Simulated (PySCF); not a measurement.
# C6H3ClN: the cost of one run

The runs use PySCF 2.14.0, with density-fitted response routines of our own; the level of theory stands in each step. All values are computed, except where a source is named. Atoms count from 0, in the outputs and in this text.

## 1. Starting geometry

11 atoms, charge -1, multiplicity 1; geometry from: GFN2-xTB.

Bonds of the start (Å): N0–C1 1.16, C1–C2 1.38, C2–C3 1.41, C3–C4 1.38, C4–C5 1.40, C5–Cl6 1.74, C5–C7 1.38, C7–C2 1.42, C3–H8 1.08, C4–H9 1.08, C7–H10 1.08.

## 2. TDDFT and polarisability: CAM-B3LYP/def2-SVPD

What the job is given:

```
{"job": {"kind": "uv", "xc": "CAM-B3LYP", "basis": "def2-SVPD", "nstates": 8, "ntriplets": 3}, "charge": -1, "multiplicity": 1}
N      3.374923    -0.359712    -0.358829
C      2.229238    -0.229826    -0.238285
C      0.865192    -0.069699    -0.095478
C      0.158833     1.153944    -0.132621
C     -1.183873     0.887025     0.049171
C     -1.305734    -0.500871     0.197759
Cl    -2.816829    -1.334486     0.451758
C     -0.073119    -1.108160     0.114046
H      0.604134     2.125114    -0.279194
H     -1.992518     1.598708     0.074181
H      0.145176    -2.159367     0.191529
```

With the program's defaults for keys left out, this is: TDDFT CAM-B3LYP/def2-SVPD, vertical, gas phase, core orbitals frozen in the response.

Started as:

```sh
OMP_NUM_THREADS=1 python probes_run.py task.json out
```

This one command runs all jobs of the session in turn.

**Question.** How long does this job take on 1 thread of Arm Neoverse V2, shared host, and how much memory does it need?

About 30 s, with a peak of 0.89 GiB.
